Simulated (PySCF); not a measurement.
**The bond of CsN, level by level**

What are the lowest state that PBE0 finds, the bond length, vibrational wavenumber and bond energy of CsN, and how much do these hang on the method?

Program: PySCF 2.14.0. Level of theory: Cs def2-SVPD with ECP46, N def2-SVPD, scalar-relativistic core potentials. These are calculated values, not measurements.

## Step 1: Input

A driver script around PySCF takes these settings:

```
atoms                         : Cs, N
charge                        : 0
basis                         : Cs def2-SVPD with ECP46, N def2-SVPD
Hamiltonian                   : scalar-relativistic core potentials
basis functions               : 47
electrons treated             : 16
masses in u                   : 132.9054, 14.0031
levels                        : PBE0, PBE, r²SCAN, TPSSh, M06-L, TPSS, ωB97X, HF, MP2, SCS-MP2, CCSD, CCSD(T)
grid                          : 80 radial by 434 angular points
occupations                   : held fixed by the projection of orbital angular momentum
dissociation limit            : Cs + N, each in its ground configuration
starting distance in angstrom : 2.860
values of 2S to try           : 0, 2, 4
```

Command:

```sh
OMP_NUM_THREADS=1 python dia.py task.json out
```

The runs that follow: First curve: PBE0; Excited determinants; PBE (GGA); r²SCAN (meta-GGA); TPSSh; M06-L (meta-GGA); TPSS; ωB97X (range-separated hybrid); ROHF (mean field); MP2 and coupled cluster.

Q: Predict the outcome of this session. Wanted: for each run, Re; ωe; De; μ.

As calculated:

Lowest PBE0 solution found, without spin–orbit coupling: ³Σ⁻ (triplet), unpaired electrons π ↑↑. State 2 has its PBE0 minimum 0.06 eV higher. State 3 has its PBE0 minimum 0.59 eV higher, as a spin-mixed determinant (⟨S²⟩ = 1.00), so this is no gap between pure states. State 4 has its PBE0 minimum 0.61 eV higher, as a spin-mixed determinant (⟨S²⟩ = 1.00), so this is no gap between pure states. The other levels ran on the lowest alone.

```
       level  Re (Å)  ωe (cm⁻¹)  De (eV)   μ (D)
        ROHF   2.811        309    -0.90  -10.24
    ROHF-MP2   2.801        305    0.207     n/a
ROHF-SCS-MP2   2.808        302    0.262     n/a
   ROHF-CCSD   2.853      260.0    0.243     n/a
ROHF-CCSD(T)   2.882      231.4    0.342     n/a
         PBE   2.862      247.6     1.28   -5.59
        TPSS   2.838      260.8     1.28   -6.40
      r²SCAN   2.879      235.1     0.96   -5.35
       M06-L   2.822      271.7     1.41   -6.93
       TPSSh   2.827      263.7     1.14   -6.86
        PBE0   2.830      252.1     0.91   -6.73
       ωB97X   2.792        303     1.00   -9.23
```

De is counted to Cs + N in their ground configurations. A positive dipole means Cs(−)N(+). ⟨S²⟩ is off the pure value of 2.00 by over a tenth at r²SCAN 2.22.

**Reading.** Bond lengths run from 2.792 Å (ωB97X) to 2.882 Å (ROHF-CCSD(T)). Among the levels with a De in the table, it runs from -0.90 eV (ROHF) to 1.41 eV (M06-L).

Correlated steps freeze 1 core orbital. Spin–orbit coupling is left out, which matters for elements this heavy, above all for dissociation energies. A negative De means that the minimum lies above the separated atoms at that level. T1 is 0.058 near the minimum (highest on the curve 0.144), which may point to more than one leading configuration. With spin–orbit coupling the term label itself may not hold.
